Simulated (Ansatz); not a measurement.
**ClFH₄SiSn: how energies converge with the basis set**

An exercise on one series of results from a longer session: the logs are not shown, and one member is left open.

Method: one geometry, several basis sets; program: Ansatz 0.2.0, Gaussian basis.

The runs, in order: PBE0-D4/def2-SVP; ωB97M-V/def2-SVP; PBE0-D4/def2-QZVPP; ωB97M-V/def2-QZVPP; the functionals' def2-TZVPP values are taken from earlier runs.

## The relaxed structure

All runs share one geometry, relaxed beforehand with PBE0-D4 in a triple-zeta def2 set. Sn takes the def2 core potential; no spin-orbit term is included.

SMILES `[F][SnH]([SiH3])[Cl]`, 8 atoms, charge 0, spin multiplicity 1.

Atoms are counted from 1 here; the program's logs count them from 0.

Bond lengths: F1–Sn2 1.922 Å, Sn2–Si3 2.562 Å, Sn2–Cl4 2.326 Å, Sn2–H5 1.703 Å, Si3–H6 1.483 Å, Si3–H7 1.483 Å, Si3–H8 1.481 Å. Angles: F1–Sn2–Si3 106.4°, F1–Sn2–Cl4 104.0°, F1–Sn2–H5 104.3°, Si3–Sn2–Cl4 108.4°, Si3–Sn2–H5 125.0°, Cl4–Sn2–H5 106.7°, Sn2–Si3–H6 108.7°, Sn2–Si3–H7 108.0°, Sn2–Si3–H8 107.4°, H6–Si3–H7 110.5°, H6–Si3–H8 111.2°, H7–Si3–H8 111.0°.

As a file:

```xyz
8
charge 0, multiplicity 1
F    -2.16437    1.20733    0.06496
Sn   -0.49110    0.74391   -0.76039
Si    0.77240   -0.71070    0.92859
Cl   -1.10370   -0.58881   -2.56622
H     0.08098    2.21224   -1.40596
H     1.07750    0.10776    2.12748
H     2.02536   -1.17491    0.28490
H    -0.10487   -1.85403    1.27093
```

The first run:

Contents of in.yaml:

```yaml
crystal:
  periodic: [false, false, false]
  atoms:
    - {symbol: F, position_ang: [-2.164365, 1.207333, 0.064962]}
    - {symbol: Sn, position_ang: [-0.491100, 0.743912, -0.760392]}
    - {symbol: Si, position_ang: [0.772395, -0.710697, 0.928592]}
    - {symbol: Cl, position_ang: [-1.103698, -0.588813, -2.566222]}
    - {symbol: H, position_ang: [0.080979, 2.212243, -1.405957]}
    - {symbol: H, position_ang: [1.077496, 0.107757, 2.127482]}
    - {symbol: H, position_ang: [2.025364, -1.174907, 0.284903]}
    - {symbol: H, position_ang: [-0.104872, -1.854027, 1.270931]}
basis:
  gaussian: {orbitals: def2-SVP}
hamiltonian: {xc: pbe0, dispersion: d4}
output: {orbitals: {seedname: orbitals}}
```

Among the steps run: PBE0-D4 in def2-SVP; ωB97M-V in def2-SVP; PBE0-D4 in def2-QZVPP; ωB97M-V in def2-QZVPP.

One of the session's tables, all rows but one given; the rest of the session is left out.

It belongs to the step «Density functionals: the series». 

| functional | basis | HOMO (eV) |
| --- | --- | --- |
| PBE0-D4 | def2-SVP | -8.33 |
| PBE0-D4 | def2-TZVPP | ? |
| PBE0-D4 | def2-QZVPP | -8.45 |
| ωB97M-V | def2-SVP | -10.34 |
| ωB97M-V | def2-TZVPP | -10.48 |
| ωB97M-V | def2-QZVPP | -10.50 |

Q: Estimate the row for PBE0-D4, def2-TZVPP from the others.

The run gave: HOMO (eV): -8.44. In the column «HOMO (eV)» it lies between PBE0-D4, def2-QZVPP (-8.45) and PBE0-D4, def2-SVP (-8.33).
